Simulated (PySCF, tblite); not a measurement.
# C6H10FO3S−: geometry, infrared bands and NMR shifts

Aim: predict the infrared bands and NMR shifts of C6H10FO3S− (`CC1([C@@H](F)S(=O)(=O)[O-])CCC1`).

Computed with tblite 0.8.0 and PySCF 2.14.0, with density-fitted response routines of our own, on a single molecule in the gas phase. Atoms are numbered from 0 throughout.

### Step 1. Starting geometry

21 atoms, charge -1, multiplicity 1; geometry from: force field or distance geometry start.

Bonds of the start (Å): C0–C1 1.49, C1–C2 1.49, C2–F3 1.39, C2–S4 1.77, S4–O5 1.48, S4–O6 1.52, S4–O7 1.68, C1–C8 1.53, C8–C9 1.52, C9–C10 1.51, C10–C1 1.52, C0–H11 1.10, C0–H12 1.12, C0–H13 1.13, C2–H14 1.11, C8–H15 1.12, C8–H16 1.10, C9–H17 1.11, C9–H18 1.10, C10–H19 1.11, C10–H20 1.09.

### Step 2. Geometry optimisation with GFN2-xTB

Job settings and geometry (Å):

```
{"job": {"kind": "relax", "xc": "GFN2-xTB", "basis": "xTB"}, "charge": -1, "multiplicity": 1}
C     -0.075400     1.471900     0.901700
C     -0.264400     0.239500     0.079000
C      0.858100     0.043300    -0.888100
F      0.870200     1.140700    -1.748900
S      2.404500    -0.021300    -0.039000
O      2.717600     1.185700     0.752400
O      3.547300    -0.201000    -1.027600
O      2.399600    -1.420700     0.896900
C     -0.653800    -1.010500     0.867200
C     -1.651900    -1.289100    -0.242600
C     -1.667200     0.196000    -0.506800
H      0.628600     2.178800     0.433700
H      0.139300     1.269700     1.977700
H     -1.065900     2.016500     0.900700
H      0.696800    -0.840800    -1.547900
H     -1.105200    -0.788600     1.868100
H      0.090400    -1.814600     0.911700
H     -1.179300    -1.859600    -1.067800
H     -2.605400    -1.686800     0.144000
H     -2.381500     0.685000     0.190800
H     -1.711200     0.522800    -1.546200
```

On the command line:

```
> OMP_NUM_THREADS=1 python probes_run.py task.json out
```

The driver reads the jobs from task.json and runs them one after another.

**Question.** This job is followed by: GFN2-xTB harmonic vibrations, gas phase; GIAO PBE0/pcSseg-1 NMR shielding, non-relativistic, gas phase. Predict these results of the whole session: strongest single infrared mode (GFN2-xTB); zero-point energy (GFN2-xTB); 13C shifts against TMS (PBE0/pcSseg-1); 1H shifts against TMS (PBE0/pcSseg-1, means over atoms taken as alike); 19F shifts against CFCl3 (PBE0/pcSseg-1); 33S shifts against CS2 (PBE0/pcSseg-1); 17O shifts against H2O (PBE0/pcSseg-1).

The runs gave:

```
                                                              quantity                                               value
                             strongest single infrared mode (GFN2-xTB)                               1151 cm⁻¹, 513 km/mol
                                          zero-point energy (GFN2-xTB)                                      100.1 kcal/mol
                                13C shifts against TMS (PBE0/pcSseg-1)             111.7, 38.5, 35.2, 30.4, 23.2, 14.2 ppm
1H shifts against TMS (PBE0/pcSseg-1, means over atoms taken as alike)  5.08, 4.80, 1.82, 1.74, 1.71, 1.59, 1.57, 1.38 ppm
                              19F shifts against CFCl3 (PBE0/pcSseg-1)                                          -221.1 ppm
                                33S shifts against CS2 (PBE0/pcSseg-1)                                             315 ppm
                                17O shifts against H2O (PBE0/pcSseg-1)                             244.9, 221.8, 219.4 ppm
```

What this shows: The optimisation took 155 steps and gained 1.998 eV; among the close pairs (by a distance rule), S4–O7 changed most, from 1.684 to 1.464 Å. All 57 modes are real, so the xTB geometry is a minimum. The strongest single mode, at 1151 cm⁻¹, is carried by S4, O7, O5. GFN2-xTB is a fitted tight-binding method: band positions and strengths are rough. Its intensities can rank the bands wrongly. At PBE0/pcSseg-1: Shielding is most anisotropic at S4 (span 224 ppm, paramagnetic term -860 ppm).
